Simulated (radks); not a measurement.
# Taking charge from the 5d level of Ta³⁺ in fractions

An exercise on one series of results from a longer session: the logs are not shown, and one member is left open.

Method: Dirac Kohn-Sham, LDA (Slater exchange, Perdew-Wang correlation), spin-unpolarised, spherical densities, finite nucleus. Code: radks (a radial shooting solver on a logarithmic mesh, Libxc functionals) version 1.

## The atom as given

| Quantity | Value |
| --- | --- |
| element | tantalum (Z = 73) |
| charge | +3 |
| electrons | 70 |
| configuration | [Xe] 4f14 5d(3/2: 2, 5/2: 0) |
| nuclear rms radius | 5.3507 fm |

A shell typed twice in an input gives the lower j, then the higher j.

The first run:

The run's settings:

```text
Z 73
configuration [Xe] 4f14 5d2 5d0
relativity Dirac
functional lda,pw
spin unpolarised
j_filling energy
nucleus finite rms 5.3507 fm
c 137.035999084
```

Steps of the session up to this table: Start: [Xe] 4f14 5d(3/2: 2, 5/2: 0).

One of the session's tables, all rows but one given; the rest of the session is left out.

It belongs to the step «Start: [Xe] 4f14 5d(3/2: 2, 5/2: 0)». Radial moments (bohr):

```
level     <r>  outermost maximum (interpolated)  90 % within  nodes
4d5/2       ?                                 ?            ?      ?
5s1/2   1.097                             0.988         1.58      4
5p1/2   1.209                              1.06         1.76      3
5p3/2   1.310                              1.15         1.91      3
4f5/2  0.6320                             0.438         1.06      0
4f7/2  0.6426                             0.443         1.08      0
5d3/2   1.817                              1.49         2.76      2
5d5/2   1.863                              1.53         2.83      2
```

Estimate the missing values for 4d5/2.

As computed: <r>: 0.5282; outermost maximum (interpolated): 0.466; 90 % within: 0.793; nodes: 1. In the column «<r>» it is the lowest.
